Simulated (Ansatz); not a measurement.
# Cd4Te3Se: the cost of one run

Program: Ansatz 0.2.0. Level of theory: DFT PBEsol, scalar-relativistic, plane waves, PAW. These are calculated values, not measurements.

## 1. Starting point

Symmetry: Pmm2, No. 25, orthorhombic system. Conventional cell: a = 4.572 Å, b = 9.154 Å, c = 6.431 Å, α = 90.00°, β = 90.00°, γ = 90.00°. Cd (site symmetry mm2) is surrounded by 2 Se at 2.71 Å and 2 Te at 2.83 Å. Cd (site symmetry m) is surrounded by 1 Se at 2.68 Å and 3 Te at 2.83 to 2.85 Å. Cd (site symmetry mm2) has 4 Te at 2.82 to 2.83 Å as nearest neighbours. Te (site symmetry m) has 4 Cd at 2.82 to 2.83 Å as nearest neighbours. Te (site symmetry mm2) is surrounded by 4 Cd at 2.83 to 2.85 Å. Around Se (site symmetry mm2) lie 4 Cd at 2.68 to 2.71 Å.

As a file:

```xyz
8
Lattice="4.5719 0.0000 0.0000 0.0000 9.1541 0.0000 0.0000 0.0000 6.4310" Properties=species:S:1:pos:R:3 pbc="T T T"
Cd    0.0000    0.0000    6.2875
Cd    2.2860    6.9800    3.2734
Cd    0.0000    4.5770    0.0384
Cd    2.2860    2.1741    3.2734
Te    0.0000    6.9267    1.6063
Te    2.2860    4.5770    4.8048
Te    0.0000    2.2274    1.6063
Se    2.2860    0.0000    4.8339
```

Source of the structure: the Materials Project (structure only).

## 2. Probe: one point at the start

input.yaml reads:

```yaml
crystal:
  lattice:
    - [4.57194495, 0.0, 0.0]
    - [0.0, 9.1540774, 0.0]
    - [0.0, 0.0, 6.43103698]
  atoms:
    - { symbol: Cd, position: [0.0, 0.0, 0.97768727] }
    - { symbol: Cd, position: [0.5, 0.76249896, 0.50900663] }
    - { symbol: Cd, position: [0.0, 0.5, 0.00597738] }
    - { symbol: Cd, position: [0.5, 0.23750104, 0.50900663] }
    - { symbol: Te, position: [0.0, 0.75668055, 0.24977569] }
    - { symbol: Te, position: [0.5, 0.5, 0.74712319] }
    - { symbol: Te, position: [0.0, 0.24331945, 0.24977569] }
    - { symbol: Se, position: [0.5, 0.0, 0.75164853] }
basis:
  ecutwfc: 420
kpoints:
  mp_grid: { grid: [4, 2, 4] }
hamiltonian:
  xc: pbesol
scf:
  occupations: { method: gaussian, width: 0.1 }
output:
  forces: true
  stress: true
  eigenvalues: true
```

On the command line:

```console
$ ansatz run input.yaml --threads 4 --pin off --max-ram 5120MiB --backend cpu --events-out ev --progress --plain --runs-dir out
```

What time and memory should one allow on 4 threads of Intel Xeon Platinum 8375C at 2.90GHz (Ice Lake), shared host?

About 7.6 s, with a peak of 0.97 GiB.
